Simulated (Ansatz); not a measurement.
# F3PSi: the cost of one run

Method: DFT B3LYP, Gaussian basis aug-cc-pV(T+d)Z, in Ansatz 0.2.0.

**1. The structure to begin with**

Bond lengths: Si1–P2 2.350 Å, Si1–F3 1.590 Å, P2–F4 1.553 Å, P2–F5 1.547 Å. Angles: Si1–P2–F4 116.8°, Si1–P2–F5 117.0°, F4–P2–F5 107.2°, P2–Si1–F3 100.8°.

Structure file:

```xyz
5

Si    0.0169   -0.0047    0.0003
P     0.0041   -0.0079    2.3500
F     1.5800   -0.0175   -0.2898
F    -0.5940    1.2437    3.0483
F    -0.5949   -1.2526    3.0476
```

**2. Relaxing the atoms: F3PSi**

Contents of input.yaml:

```yaml
relax:
  f_tol: 0.0002
  max_steps: 200
crystal:
  periodic: [false, false, false]
  atoms:
    - { symbol: Si, position_ang: [0.016905, -0.004659, 0.000328] }
    - { symbol: P, position_ang: [0.004075, -0.007889, 2.350021] }
    - { symbol: F, position_ang: [1.579991, -0.017547, -0.289823] }
    - { symbol: F, position_ang: [-0.593995, 1.243746, 3.048285] }
    - { symbol: F, position_ang: [-0.594947, -1.252614, 3.047573] }
basis:
  gaussian: { orbitals: "aug-cc-pV(T+d)Z.json" }
hamiltonian:
  xc: { name: B3LYP }
accuracy: high
```

The run is started by

```
$ ansatz run input.yaml --threads 8 --pin off --max-ram 12288MiB --backend cpu --events-out ev --progress --plain --runs-dir out
```

What time and memory should one allow on 8 threads of Arm Neoverse V2, shared host?

About 5.6 min, with a peak of 1.9 GiB.
